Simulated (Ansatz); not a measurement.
**C₂H₅ClInN: a ladder of functionals and wavefunction methods**

How much do the methods differ for C₂H₅ClInN? The plan is to run it at one geometry with functionals of several rungs and with coupled cluster, and see how far each lands from CCSD(T) at the basis-set limit for the atomisation energy.

Method: functionals in def2-TZVPP, the program's frozen cores in correlated methods; program: Ansatz 0.2.0, Gaussian basis.

Plan: LDA (SPW92), PBE-D4, revPBE-D4, BLYP-D4, r2SCAN-D4, B97M-V, PBE0-D4, B3LYP-D4, r2SCANh-D4, r2SCAN0-D4, HSE06-D4, BHLYP-D4, CAM-B3LYP-D4, LC-ωPBE, ωB97X-V, ωB97M-V, B2PLYP, PBE-QIDH; CCSD(T)/def2-SVP; CCSD(T)/def2-TZVPP; MP2/def2-QZVPP; extrapolation to the limit; RPA on PBE.

**1. Structure used throughout**

All runs share one geometry, relaxed beforehand with PBE0-D4 in a triple-zeta def2 set. In takes the def2 core potential; no spin-orbit term is included.

SMILES `C[C](=N)[InH][Cl]`, 10 atoms, charge 0, spin multiplicity 1.

Atoms are counted from 1 here; the program's logs count them from 0.

Bond lengths: C1–C2 1.495 Å, C1–H6 1.094 Å, C1–H7 1.092 Å, C1–H8 1.094 Å, C2–N3 1.260 Å, C2–In4 2.187 Å, N3–H9 1.022 Å, In4–Cl5 2.364 Å, In4–H10 1.709 Å. Angles: C2–C1–H6 110.5°, C2–C1–H7 110.2°, C2–C1–H8 110.5°, H6–C1–H7 109.4°, H6–C1–H8 106.7°, H7–C1–H8 109.4°, C1–C2–N3 120.6°, C1–C2–In4 120.2°, N3–C2–In4 119.2°, C2–N3–H9 113.1°, C2–In4–Cl5 101.8°, C2–In4–H10 145.3°, Cl5–In4–H10 112.9°.

As a file:

```xyz
10
charge 0, multiplicity 1
C    -0.2123   -0.4162    1.5516
C     0.0359    0.3581    0.2972
N     0.2487    1.5992    0.3401
In    0.0329   -0.6575   -1.6400
Cl    0.4805    1.1293   -3.1224
H     0.5329   -1.2093    1.6666
H    -0.1735    0.2468    2.4186
H    -1.1901   -0.9064    1.5123
H     0.4033    2.0109   -0.5827
H    -0.1583   -2.1549   -2.4414
```

**2. LDA**

This LDA is Slater exchange with PW92 correlation.

in.yaml

```yaml
crystal:
  periodic: [false, false, false]
  atoms:
    - {symbol: C, position_ang: [-0.212324, -0.416233, 1.551606]}
    - {symbol: C, position_ang: [0.035895, 0.358099, 0.297239]}
    - {symbol: N, position_ang: [0.248711, 1.599207, 0.340093]}
    - {symbol: In, position_ang: [0.032914, -0.657489, -1.640023]}
    - {symbol: Cl, position_ang: [0.480481, 1.129316, -3.122351]}
    - {symbol: H, position_ang: [0.532948, -1.209339, 1.666628]}
    - {symbol: H, position_ang: [-0.173504, 0.246784, 2.418625]}
    - {symbol: H, position_ang: [-1.190064, -0.906361, 1.512310]}
    - {symbol: H, position_ang: [0.403279, 2.010894, -0.582708]}
    - {symbol: H, position_ang: [-0.158336, -2.154877, -2.441420]}
basis:
  gaussian: {orbitals: def2-TZVPP}
hamiltonian: {xc: lda}
output: {orbitals: {seedname: orbitals}}
```

Further steps of the session: PBE-D4 (GGA); revPBE-D4 (GGA); BLYP-D4 (GGA); r2SCAN-D4 (meta-GGA); B97M-V (meta-GGA); PBE0-D4 (hybrid); B3LYP-D4 (hybrid); r2SCANh-D4 (hybrid); r2SCAN0-D4 (hybrid); HSE06-D4 (hybrid); BHLYP-D4 (hybrid); CAM-B3LYP-D4 (range-separated); LC-ωPBE (range-separated); ωB97X-V (range-separated); ωB97M-V (range-separated); B2PLYP (double hybrid); PBE-QIDH (double hybrid); CCSD(T) in def2-SVP; CCSD(T) in def2-TZVPP; MP2 in def2-QZVPP; RPA on PBE orbitals.

Q: Predict the results of all the runs planned. Wanted: atomisation energy, CCSD(T)/CBS; farthest beyond LDA; mean size of error, GGA; mean size of error, meta-GGA; mean size of error, hybrid; mean size of error, range-separated; mean size of error, double hybrid; gap, smallest and largest; T1 diagnostic.

As calculated:

| quantity | value |
| --- | --- |
| atomisation energy, CCSD(T)/CBS | 3444.4 kJ/mol |
| functionals within 34.4 kJ/mol (1.0 %) | revPBE-D4, BLYP-D4, r2SCAN-D4, B97M-V, PBE0-D4, B3LYP-D4, r2SCANh-D4, HSE06-D4, CAM-B3LYP-D4, LC-ωPBE, ωB97X-V, ωB97M-V, PBE-QIDH |
| farthest beyond LDA | BHLYP-D4 (-123.7 kJ/mol) |
| mean size of error, GGA | 33.6 kJ/mol |
| mean size of error, meta-GGA | 12.8 kJ/mol |
| mean size of error, hybrid | 40.8 kJ/mol |
| mean size of error, range-separated | 9.8 kJ/mol |
| mean size of error, double hybrid | 38.4 kJ/mol |
| gap, smallest and largest | 2.71 eV (LDA (SPW92)), 9.28 eV (LC-ωPBE) |
| T1 diagnostic | 0.0145 |
| triples share of the correlation energy | 4.0 % |

What this shows: LDA overbinds by 535.8 kJ/mol (16 %). PBE-D4 is off by +91.8 kJ/mol. Double hybrids carry the basis error of their MP2 part in triple zeta, and no dispersion term here, so their miss is partly the set-up's. The rungs range-separated, meta-GGA, GGA miss on average by less than the doubt on the reference (34.4 kJ/mol), so they tie. Misses under about 34.4 kJ/mol are within the doubt on the reference itself, which lacks core-valence correlation, spin-orbit coupling and higher excitations, and its outer-core shells are covered unevenly. All levels share the lack of spin-orbit coupling, which lowers the free heavy atoms and so the true binding. Hartree-Fock recovers 70 % of the binding; the rest is correlation. CCSD(T) in def2-SVP is off by -206.2 kJ/mol, so the small basis spoils what the method gains. The gap grows from 2.7 to 9.3 eV across the functionals, mostly with the share of exact exchange. Correlated methods include outer-core shells of In, which these sets cover unevenly.
